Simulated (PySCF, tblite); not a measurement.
# C7H12GeO: geometry, infrared bands and NMR shifts

Wanted: the infrared bands and NMR shifts of C7H12GeO (`CC1([O][GeH3])C=CCC=C1`), by calculation.

The runs use tblite 0.8.0 and PySCF 2.14.0, with density-fitted response routines of our own; the level of theory stands in each step. All values are computed, except where a source is named. Atoms are numbered from 0 throughout.

## Step 1: The starting structure

21 atoms, charge 0, multiplicity 1; geometry from: force field or distance geometry start.

Bonds of the start (Å): C0–C1 1.53, C1–O2 1.44, O2–Ge3 1.82, C1–C4 1.54, C4–C5 1.34, C5–C6 1.51, C6–C7 1.51, C7–C8 1.34, C8–C1 1.51, C0–H9 1.12, C0–H10 1.11, C0–H11 1.10, Ge3–H12 1.54, Ge3–H13 1.55, Ge3–H14 1.55, C4–H15 1.09, C5–H16 1.09, C6–H17 1.11, C6–H18 1.11, C7–H19 1.08, C8–H20 1.08.

## Step 2: Optimising the geometry with GFN2-xTB

The job: settings as JSON, then the geometry in Å.

```
{"job": {"kind": "relax", "xc": "GFN2-xTB", "basis": "xTB"}, "charge": 0, "multiplicity": 1}
C      0.123700    -1.866800    -1.090500
C      0.462400    -0.608200    -0.285900
O      1.875000    -0.658200    -0.027100
Ge     2.441500     0.780800     0.923200
C     -0.322700    -0.674800     1.032300
C     -1.489000    -0.021700     1.174800
C     -2.095800     0.782100     0.053100
C     -1.066800     1.249000    -0.942300
C      0.097400     0.598500    -1.113700
H     -0.976900    -1.897300    -1.315000
H      0.380900    -2.783500    -0.524500
H      0.675200    -1.876400    -2.046100
H      2.158400     2.094900     0.178400
H      1.751900     0.812600     2.314500
H      3.967800     0.657000     1.155100
H      0.046300    -1.288000     1.851500
H     -2.031400    -0.121300     2.111900
H     -2.612900     1.659000     0.484700
H     -2.851200     0.154800    -0.456800
H     -1.310900     2.082800    -1.587800
H      0.768200     0.941600    -1.890200
```

Started as:

```console
OMP_NUM_THREADS=1 python probes_run.py task.json out
```

The driver reads the jobs from task.json and runs them one after another.

The program printed:

```text
step      E/eV     max force
  0    -736.51635    1.540
  1    -736.60893    1.340
  2    -736.68001    0.591
  3    -736.72988    0.516
  4    -736.75217    0.316
  5    -736.76414    0.291
  6    -736.77200    0.257
  7    -736.78080    0.361
  8    -736.78979    0.249
  9    -736.79654    0.154
 10    -736.80042    0.136
 11    -736.80422    0.157
 12    -736.80963    0.207
 13    -736.81537    0.167
 14    -736.82032    0.157
 15    -736.82459    0.156
 16    -736.82860    0.166
 17    -736.83200    0.151
 18    -736.83458    0.107
 19    -736.83672    0.127
 20    -736.83918    0.130
 21    -736.84223    0.156
 22    -736.84554    0.126
 23    -736.84877    0.136
 24    -736.85201    0.144
 25    -736.85527    0.124
 26    -736.85803    0.115
 27    -736.85965    0.065
 28    -736.86041    0.051
 29    -736.86095    0.055
 30    -736.86165    0.071
 31    -736.86241    0.066
 32    -736.86298    0.048
 33    -736.86327    0.040
 34    -736.86345    0.037
 35    -736.86364    0.035
 36    -736.86388    0.036
 37    -736.86417    0.042
 38    -736.86453    0.046
 39    -736.86493    0.048
 40    -736.86528    0.037
 41    -736.86552    0.031
 42    -736.86566    0.028
 43    -736.86577    0.025
 44    -736.86586    0.024
 45    -736.86593    0.016
 46    -736.86600    0.017
 47    -736.86607    0.021
 48    -736.86616    0.031
 49    -736.86624    0.029
 50    -736.86629    0.018
 51    -736.86632    0.009
```

Wall time 0.73 s (1 thread of Arm Neoverse N1, shared host); peak memory 0.18 GiB.

Step by step: (not every step is listed)

| step | energy from step 0 (eV) | largest force (eV/Å) |
| --- | --- | --- |
| 0 | 0.0000 | 1.5397 |
| 1 | -0.0926 | 1.3404 |
| 2 | -0.1637 | 0.5909 |
| 3 | -0.2135 | 0.5162 |
| 4 | -0.2358 | 0.3162 |
| 5 | -0.2478 | 0.2913 |
| 6 | -0.2557 | 0.2570 |
| 7 | -0.2645 | 0.3614 |
| 8 | -0.2734 | 0.2491 |
| 11 | -0.2879 | 0.1575 |
| 14 | -0.3040 | 0.1569 |
| 17 | -0.3157 | 0.1505 |
| 20 | -0.3228 | 0.1303 |
| 23 | -0.3324 | 0.1356 |
| 26 | -0.3417 | 0.1154 |
| 29 | -0.3446 | 0.0548 |
| 32 | -0.3466 | 0.0476 |
| 35 | -0.3473 | 0.0354 |
| 38 | -0.3482 | 0.0458 |
| 41 | -0.3492 | 0.0312 |
| 44 | -0.3495 | 0.0239 |
| 46 | -0.3496 | 0.0174 |
| 47 | -0.3497 | 0.0206 |
| 48 | -0.3498 | 0.0309 |
| 49 | -0.3499 | 0.0293 |
| 50 | -0.3499 | 0.0177 |
| 51 | -0.3500 | 0.0095 |

Close pairs (by a distance rule), those that changed most:

| bond | before (Å) | after (Å) | change (Å) |
| --- | --- | --- | --- |
| O2–Ge3 | 1.815 | 1.737 | -0.079 |
| Ge3–H14 | 1.549 | 1.489 | -0.059 |
| Ge3–H13 | 1.553 | 1.504 | -0.049 |
| C0–H9 | 1.124 | 1.087 | -0.037 |
| C1–C4 | 1.536 | 1.502 | -0.033 |
| Ge3–H12 | 1.537 | 1.504 | -0.033 |
| C7–C8 | 1.345 | 1.321 | -0.023 |
| C4–C5 | 1.344 | 1.321 | -0.023 |

The end geometry stands in the next job.

## Step 3: Vibrational analysis with GFN2-xTB

The job: settings as JSON, then the geometry in Å.

```
{"job": {"kind": "ir", "xc": "GFN2-xTB", "basis": "xTB"}, "charge": 0, "multiplicity": 1}
C      0.258629    -1.890855    -1.076613
C      0.400520    -0.588422    -0.273889
O      1.780461    -0.476672     0.059665
Ge     2.530342     0.800853     0.965927
C     -0.434280    -0.674591     0.972315
C     -1.583752    -0.041676     1.128232
C     -2.178711     0.843095     0.080619
C     -1.178779     1.207378    -0.969098
C     -0.029319     0.573966    -1.123558
H     -0.778884    -2.039285    -1.365534
H      0.590022    -2.729239    -0.468961
H      0.879479    -1.836490    -1.967304
H      2.367496     2.130185     0.281496
H      1.969240     0.888742     2.358889
H      3.940140     0.320681     0.950216
H     -0.019358    -1.303189     1.748320
H     -2.151070    -0.146010     2.042999
H     -2.578703     1.750800     0.543723
H     -3.031511     0.334296    -0.387264
H     -1.443962     2.032893    -1.615453
H      0.683080     0.860482    -1.885198
```

The program printed:

```text
mode    cm-1     km/mol
  1      33.9      0.21
  2      52.0      1.54
  3     110.1      0.56
  4     115.8      0.46
  5     188.9      0.04
  6     221.9      1.58
  7     242.6      3.04
  8     288.3      3.44
  9     399.2      1.21
 10     411.1     14.79
 11     445.2      0.69
 12     504.2      7.02
 13     553.6      7.34
 14     576.1     70.92
 15     585.1     93.52
 16     627.4    105.05
 17     736.3    106.42
 18     749.8    203.31
 19     764.1      2.63
 20     782.2     83.19
 21     800.0    160.11
 22     837.5    150.76
 23     890.0      0.07
 24     916.8      2.52
 25     919.0      0.02
 26     935.5     17.15
 27     958.5     35.16
 28     959.9      1.95
 29     974.2     12.70
 30    1041.9      1.44
 31    1093.0    108.86
 32    1138.8     53.60
 33    1140.5      0.25
 34    1154.5      1.56
 35    1206.7     15.25
 36    1256.2      8.42
 37    1320.3      1.22
 38    1337.9      3.68
 39    1357.1      0.65
 40    1384.6      4.79
 41    1447.2      7.85
 42    1472.7      1.39
 43    1486.2      3.56
 44    1715.4      7.46
 45    1739.0      9.67
 46    1924.5    110.86
 47    1978.9    511.58
 48    2086.3    403.12
 49    2893.7     28.59
 50    2949.3     40.48
 51    3035.5     19.11
 52    3035.8     21.28
 53    3039.5     23.71
 54    3051.7      3.95
 55    3052.9     47.10
 56    3067.4     99.97
 57    3068.1     37.89
```

Wall time 1.5 s (1 thread of Arm Neoverse N1, shared host); peak memory 0.18 GiB.

Which atoms move in the most intense modes:

| cm⁻¹ | km/mol | atoms |
| --- | --- | --- |
| 736 | 106.4 | C0 22 % |
| 750 | 203.3 | H12 19 %, H13 19 %, H14 18 % |
| 800 | 160.1 | H14 59 %, H13 20 %, H12 19 % |
| 838 | 150.8 | H13 48 %, H12 48 % |
| 1093 | 108.9 | C1 63 %, C0 14 %, H9 11 % |
| 1924 | 110.9 | H13 48 %, H12 45 % |
| 1979 | 511.6 | H12 50 %, H13 48 % |
| 2086 | 403.1 | H14 92 % |

## Step 4: NMR shieldings: PBE0/pcSseg-1

The job, as its differences from that of step 3:

```diff
@@ -1,2 +1,2 @@
-{"job": {"kind": "ir", "xc": "GFN2-xTB", "basis": "xTB"}, "charge": 0, "multiplicity": 1}
+{"job": {"kind": "nmr", "xc": "PBE0", "basis": "pcSseg-1"}, "charge": 0, "multiplicity": 1}
 C      0.258629    -1.890855    -1.076613
```

With the program's defaults for keys left out, this is: GIAO PBE0/pcSseg-1 NMR shielding, non-relativistic, gas phase.

The program printed:

```text
coarse grid: 78520 points
cycle   1  E = -2425.0694889112  dE =  6.612e-01  |g| = 1.132e+00  |ddm| = 4.296e+00
cycle   2  E = -2424.8335255706  dE =  2.360e-01  |g| = 1.561e+00  |ddm| = 1.957e+00
cycle   3  E = -2425.2041571694  dE = -3.706e-01  |g| = 3.293e-01  |ddm| = 1.547e+00
cycle   4  E = -2425.2237557813  dE = -1.960e-02  |g| = 7.695e-02  |ddm| = 3.308e-01
cycle   5  E = -2425.2245535953  dE = -7.978e-04  |g| = 3.217e-02  |ddm| = 8.708e-02
cycle   6  E = -2425.2248087106  dE = -2.551e-04  |g| = 8.335e-03  |ddm| = 3.289e-02
cycle   7  E = -2425.2248243823  dE = -1.567e-05  |g| = 1.680e-03  |ddm| = 9.076e-03
cycle   8  E = -2425.2248249632  dE = -5.809e-07  |g| = 4.277e-04  |ddm| = 2.003e-03
final grid: 167168 points
cycle   9  E = -2425.2248110755  dE = -1.388e-07  |g| = 5.019e-04  |ddm| = 2.835e-03
cycle  10  E = -2425.2248110352  dE =  4.031e-08  |g| = 6.516e-04  |ddm| = 1.108e-03
cycle  11  E = -2425.2248111308  dE = -9.562e-08  |g| = 1.051e-04  |ddm| = 6.814e-04
cycle  12  E = -2425.2248111335  dE = -2.688e-09  |g| = 1.375e-05  |ddm| = 1.001e-04
cycle  13  E = -2425.2248111335  dE = -4.457e-11  |g| = 4.918e-06  |ddm| = 1.762e-05
converged SCF energy = -2425.2248111335

GIAO shielding tensors (ppm)
atom      isotropic    diamagn.    paramagn.     s11        s22        s33       span
  0 C      152.870     247.537     -94.667    130.682    145.613    182.314     51.632
  1 C      115.609     241.454    -125.845     90.082     99.692    157.054     66.972
  2 O      267.483     406.180    -138.697    174.993    289.714    337.743    162.751
  3 Ge    1435.259    2756.423   -1321.164   1322.810   1339.265   1643.701    320.892
  4 C       44.214     255.644    -211.430    -65.686     57.498    140.830    206.515
  5 C       54.669     255.881    -201.212    -55.844     56.825    163.025    218.869
  6 C      155.345     250.523     -95.178    132.870    163.177    169.989     37.119
  7 C       54.632     255.878    -201.246    -55.915     56.796    163.015    218.930
  8 C       44.209     255.638    -211.428    -65.649     57.489    140.788    206.437
  9 H       30.898      30.344       0.554     26.435     29.627     36.632     10.197
 10 H       30.140      30.554      -0.414     26.754     27.974     35.692      8.938
 11 H       30.142      30.557      -0.414     26.756     27.977     35.694      8.939
 12 H       26.906      29.289      -2.383     19.636     23.782     37.301     17.665
 13 H       26.905      29.288      -2.384     19.634     23.777     37.303     17.669
 14 H       27.233      28.970      -1.737     20.062     22.654     38.983     18.921
 15 H       25.521      33.701      -8.179     23.428     24.877     28.260      4.832
 16 H       25.620      31.161      -5.540     23.224     25.716     27.920      4.696
 17 H       28.962      29.414      -0.452     24.743     27.227     34.916     10.173
 18 H       28.962      28.798       0.164     25.508     25.785     35.592     10.085
 19 H       25.619      31.156      -5.537     23.224     25.709     27.924      4.700
 20 H       25.521      33.694      -8.173     23.427     24.878     28.259      4.832
```

Run time: 2.1 min. Hardware: 1 thread of Arm Neoverse N1, shared host; peak memory 1.1 GiB.

The references, computed at this level on geometries of the same kind, shield at (ppm): 1H TMS 31.72, 13C TMS 186.9, 17O H2O 336.1, 73Ge GeMe4 1331. Their shielding less the atom's gives the shift. The references are single molecules in the gas phase, so shifts against H2O, NH3, PH3, H3PO4 or CFCl3 are not on the usual liquid scales and can be off by tens of ppm. Atoms listed in one row are averaged.

| atoms | environment | σ (ppm) | δ (ppm) |
| --- | --- | --- | --- |
| C4, C8 | alkene CH | 44.2 | 142.7 |
| C5, C7 | alkene CH | 54.7 | 132.3 |
| C1 | allylic fully substituted sp3 carbon bonded to O | 115.6 | 71.3 |
| C0 | methyl carbon | 152.9 | 34.1 |
| C6 | allylic sp3 CH2 | 155.3 | 31.6 |
| H15, H20 | hydrogen on an alkene CH | 25.52 | 6.20 |
| H16, H19 | hydrogen on an alkene CH | 25.62 | 6.10 |
| H12, H13, H14 | hydrogen on a germanium bonded to O | 27.01 | 4.70 |
| H18 | hydrogen on an allylic sp3 CH2 | 28.96 | 2.76 |
| H17 | hydrogen on an allylic sp3 CH2 | 28.96 | 2.75 |
| H9, H10, H11 | hydrogen on a methyl carbon | 30.39 | 1.32 |
| O2 | oxygen bonded to C, Ge | 267.5 | 68.6 |
| Ge3 | germanium bonded to O, 3 H | 1435 | -104 |

The run also stored atomic charges by several schemes (e):

| atoms | Mulliken | IAO | Hirshfeld | ESP fit |
| --- | --- | --- | --- | --- |
| C0 | -0.12 | -0.41 | -0.13 | -0.77 |
| C1 | -0.05 | 0.22 | 0.08 | 0.95 |
| O2 | -0.73 | -0.63 | -0.23 | -0.54 |
| Ge3 | 0.56 | 0.73 | 0.37 | 0.44 |
| C4, C8 | -0.09 | -0.18 | -0.06 | -0.55 |
| C5, C7 | -0.14 | -0.15 | -0.04 | 0.03 |
| C6 | -0.11 | -0.28 | -0.07 | -0.21 |

Mayer bond orders: C0–C1 1.02, C1–O2 0.80, O2–Ge3 0.82, C1–C4 1.02, C4–C5 1.90, C5–C6 1.05, C6–C7 1.05, C7–C8 1.90, C8–C1 1.02.

Ring of atoms C1, C4, C5, C6, C7, C8: NICS(0) -0.2, NICS(1) -2.4, NICS(1)zz -1.3 ppm (means of both faces).

Orbitals, density, ELF and potential are computed afterwards from the orbital file.

Frontier orbitals at PBE0/pcSseg-1, with the share of their density that lies nearest to each atom:

| orbital | energy (eV) | lies on |
| --- | --- | --- |
| HOMO | -7.23 | 4 C atoms about 15 % each; H18 8 % |
| LUMO | 0.13 | C5, C7 about 13 % each; C4, C8 about 9 % each; O2 8 % |

ELF in a plane through or near 9 of the atoms.

Ten even steps from '0' (0.00) to '9' (1.00):
```
0000000000000000000000000000
0000000000000000000000000000
0000000000000000000000000000
0000000000000000000000000000
0000000001000000004530000000
0000001123210000029995000000
0002664111310000039997000000
0018998376110000148982000000
0029999264210000358474100000
0018999326752420154999800000
0003994047275450015999800000
0000000168772240000599200000
0000000146217961000000000000
0000000000034469950000000000
0000000000156289990000000000
0000000000035479990000000000
0000000000001115610000000000
0000000000000000000000000000
0000000000000000000000000000
0000000000000000000000000000
```
The map spans 13.2 Å across and 10.4 Å up, centred on the molecule. Atoms in the plane (x, y in Å): C0 (-0.3, -2.2), C1 (-0.4, -0.6), O2 (-1.8, -0.4), Ge3 (-2.6, 1.2), C6 (2.2, 0.7), H9 (0.8, -2.5), H14 (-4.0, 0.8), H17 (2.6, 1.8), H18 (3.1, 0.1).

log10 of the density (e/Å³) in the same plane.

Ten even steps from '0' (-4.0) to '9' (2.3):
```
0000000000000000000000000000
0000000000000000000000000000
0000000011100000000000000000
0000011222221000001110000000
0000122333332111123332100000
0011233455433222334543200000
0012344566543233345653210000
0023455798543334556654310000
0123566687554444569654310000
0023455556665554566665320000
0012344457866665455664320000
0001223456766764434443210000
0000011345556664432222100000
0000000233456766542110000000
0000000022456866542100000000
0000000012455555432000000000
0000000001334444321000000000
0000000000122222110000000000
0000000000011111000000000000
0000000000000000000000000000
```
The map spans 13.2 Å across and 10.4 Å up, centred on the molecule. Atoms in the plane (x, y in Å): C0 (-0.3, -2.2), C1 (-0.4, -0.6), O2 (-1.8, -0.4), Ge3 (-2.6, 1.2), C6 (2.2, 0.7), H9 (0.8, -2.5), H14 (-4.0, 0.8), H17 (2.6, 1.8), H18 (3.1, 0.1).

On the surface of density 0.002 e/bohr³ the electrostatic potential runs, from the 1st to the 99th percentile, from -1.31 V near O2 to 1.03 V near H14.

## Step 5: Outcome

```
                                                               quantity                                   value
                              strongest single infrared mode (GFN2-xTB)                   1979 cm⁻¹, 512 km/mol
                                           zero-point energy (GFN2-xTB)                          101.6 kcal/mol
13C shifts against TMS (PBE0/pcSseg-1, means over atoms taken as alike)      142.7, 132.3, 71.3, 34.1, 31.6 ppm
 1H shifts against TMS (PBE0/pcSseg-1, means over atoms taken as alike)  6.20, 6.10, 4.70, 2.76, 2.75, 1.32 ppm
                                 17O shifts against H2O (PBE0/pcSseg-1)                                68.6 ppm
                              73Ge shifts against GeMe4 (PBE0/pcSseg-1)                                -104 ppm
                                  surface potential, 1st and 99th percentile                      -1.31 V and 1.03 V
```

What this shows: Relaxing lowered the energy by 0.350 eV in 51 steps; the close pair that moved most is O2–Ge3, from 1.815 to 1.737 Å. No mode is imaginary among the 57: a minimum at this level. The strongest single mode, at 1979 cm⁻¹, moves mainly H12 and H13. GFN2-xTB is a fitted tight-binding method: band positions and strengths are rough. Its intensities can rank the bands wrongly. At PBE0/pcSseg-1: Shielding is most anisotropic at Ge3 (span 321 ppm, paramagnetic term -1321 ppm). Spin-orbit coupling is left out, which matters for shieldings and couplings at and beside the heavy atoms.
